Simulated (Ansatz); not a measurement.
# Mg2SiN: the cost of one run

Program: Ansatz 0.2.0. Level of theory: DFT PBE, scalar-relativistic, plane waves, PAW. These are calculated values, not measurements.

2 further runs of the same task are left out: 1 that didn't finish, 1 set aside as unsound or not needed.

### Step 1. The starting structure

The structure is tetragonal, space group P4/mmm (No. 123). The conventional cell has a = 3.659 Å, b = 3.659 Å, c = 5.379 Å, α = 90.00°, β = 90.00°, γ = 90.00°. Around Mg (site symmetry 4mm) lie 2 Mg at 2.63 to 2.75 Å and 4 Si at 2.90 Å and 4 N at 2.93 Å. Si (site symmetry 4/mmm) is surrounded by 2 N at 2.69 Å and 8 Mg at 2.90 Å. N (site symmetry 4/mmm) has 2 Si at 2.69 Å and 8 Mg at 2.93 Å as nearest neighbours.

Coordinates:

```
CELL_PARAMETERS angstrom
3.65910 0.00000 0.00000
0.00000 3.65910 0.00000
0.00000 0.00000 5.37876
ATOMIC_POSITIONS crystal
Mg 0.50000 0.50000 0.25563
Mg 0.50000 0.50000 0.74437
Si 0.00000 0.00000 0.50000
N 0.00000 0.00000 0.00000
```

Recipe of the guess: random cell by space group and Wyckoff sites (P4/mmm, No. 123). Lengths come from tabulated atomic sizes and are only a guess.

### Step 2. The guess as it stands, on a coarse mesh

Input file input.yaml:

```yaml
crystal:
  lattice:
    - [3.65909845, 0.0, 0.0]
    - [0.0, 3.65909845, 0.0]
    - [0.0, 0.0, 5.37875692]
  atoms:
    - { symbol: Mg, position: [0.5, 0.5, 0.25563195] }
    - { symbol: Mg, position: [0.5, 0.5, 0.74436805] }
    - { symbol: Si, position: [0.0, 0.0, 0.5] }
    - { symbol: "N", position: [0.0, 0.0, 0.0] }
basis:
  ecutwfc: 420
kpoints:
  mp_grid: { grid: [6, 6, 4] }
hamiltonian:
  xc: pbe
scf:
  occupations: { method: gaussian, width: 0.1 }
  lower_state_search: "off"
output:
  forces: true
  stress: true
  eigenvalues: true
```

Launch:

```
$ ansatz run input.yaml --threads 1 --pin off --max-ram 2560MiB --backend cpu --events-out ev --progress --plain --runs-dir out
```

What time and memory should one allow on 1 thread of Arm Neoverse V1, shared host?

About 2.3 s, with a peak of 0.32 GiB.
